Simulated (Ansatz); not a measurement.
# C₃H₉NS₂W: small, medium and large basis sets

Aim: see how fast density functionals converge with the basis set for C₃H₉NS₂W.

Method: one geometry, several basis sets; program: Ansatz 0.2.0, Gaussian basis.

Plan: PBE0-D4/def2-SVP; ωB97M-V/def2-SVP; PBE0-D4/def2-QZVPP; ωB97M-V/def2-QZVPP; the functionals' def2-TZVPP values are taken from earlier runs.

1 further run of the same task is left out (it didn't finish).

### Step 1. The geometry

All runs share one geometry, relaxed beforehand with PBE0-D4 in a triple-zeta def2 set. W takes the def2 core potential; no spin-orbit term is included.

SMILES `C[N](C)[W]([CH3])(=[S])=[S]`, 16 atoms, charge 0, spin multiplicity 1.

Atoms are counted from 1 here; the program's logs count them from 0.

Bond lengths: C1–N2 1.453 Å, C1–H8 1.088 Å, C1–H9 1.096 Å, C1–H10 1.096 Å, N2–C3 1.453 Å, N2–W4 1.914 Å, C3–H11 1.088 Å, C3–H12 1.096 Å, C3–H13 1.096 Å, W4–C5 2.111 Å, W4–S6 2.131 Å, W4–S7 2.131 Å, C5–H14 1.093 Å, C5–H15 1.094 Å, C5–H16 1.094 Å. Angles: N2–C1–H8 110.9°, N2–C1–H9 109.8°, N2–C1–H10 110.2°, H8–C1–H9 108.9°, H8–C1–H10 108.8°, H9–C1–H10 108.2°, C1–N2–C3 112.1°, C1–N2–W4 123.9°, C3–N2–W4 123.8°, N2–C3–H11 110.9°, N2–C3–H12 109.8°, N2–C3–H13 110.2°, H11–C3–H12 108.9°, H11–C3–H13 108.8°, H12–C3–H13 108.2°, N2–W4–C5 104.0°, N2–W4–S6 113.1°, N2–W4–S7 113.1° and more.

### Step 2. PBE0-D4 in def2-SVP

The input, in.yaml:

```yaml
crystal:
  periodic: [false, false, false]
  atoms:
    - {symbol: C, position_ang: [1.109209, 0.586555, 1.456198]}
    - {symbol: N, position_ang: [0.708344, -0.084671, 0.231122]}
    - {symbol: C, position_ang: [1.303714, -1.404930, 0.110405]}
    - {symbol: W, position_ang: [-0.372919, 0.724883, -1.125413]}
    - {symbol: C, position_ang: [-2.341988, 0.173328, -0.603111]}
    - {symbol: S, position_ang: [-0.332890, 2.855017, -1.066821]}
    - {symbol: S, position_ang: [-0.036917, -0.095535, -3.063652]}
    - {symbol: H, position_ang: [0.659511, 1.575088, 1.521746]}
    - {symbol: H, position_ang: [0.794131, -0.005039, 2.323149]}
    - {symbol: H, position_ang: [2.199680, 0.692274, 1.491193]}
    - {symbol: H, position_ang: [0.996490, -1.885602, -0.816067]}
    - {symbol: H, position_ang: [0.992823, -2.030331, 0.954839]}
    - {symbol: H, position_ang: [2.397239, -1.330449, 0.123029]}
    - {symbol: H, position_ang: [-3.050854, 0.588369, -1.323670]}
    - {symbol: H, position_ang: [-2.438301, -0.916149, -0.604169]}
    - {symbol: H, position_ang: [-2.587263, 0.557191, 0.391223]}
basis:
  gaussian: {orbitals: def2-SVP}
hamiltonian: {xc: pbe0, dispersion: d4}
output: {orbitals: {seedname: orbitals}}
```

Command:

```
$ ansatz run in.yaml --threads 2 --pin off --events-out ev --progress --plain --max-ram 22528MiB --backend cpu
```

After this run come: ωB97M-V in def2-SVP; PBE0-D4 in def2-QZVPP; ωB97M-V in def2-QZVPP.

**Question.** What will the summary of the whole plan be? Wanted: PBE0-D4: double and triple zeta above quadruple; ωB97M-V: double and triple zeta above quadruple.

The runs gave:

| quantity | value |
| --- | --- |
| PBE0-D4: double and triple zeta above quadruple | 14.19, 0.96 eV |
| ωB97M-V: double and triple zeta above quadruple | 14.41, 0.92 eV |

**Reading.** For PBE0-D4 the step from double to triple zeta gains 13.23 eV and the next only 0.96 eV. Total energies overstate the basis error of differences, where much of it tends to cancel.
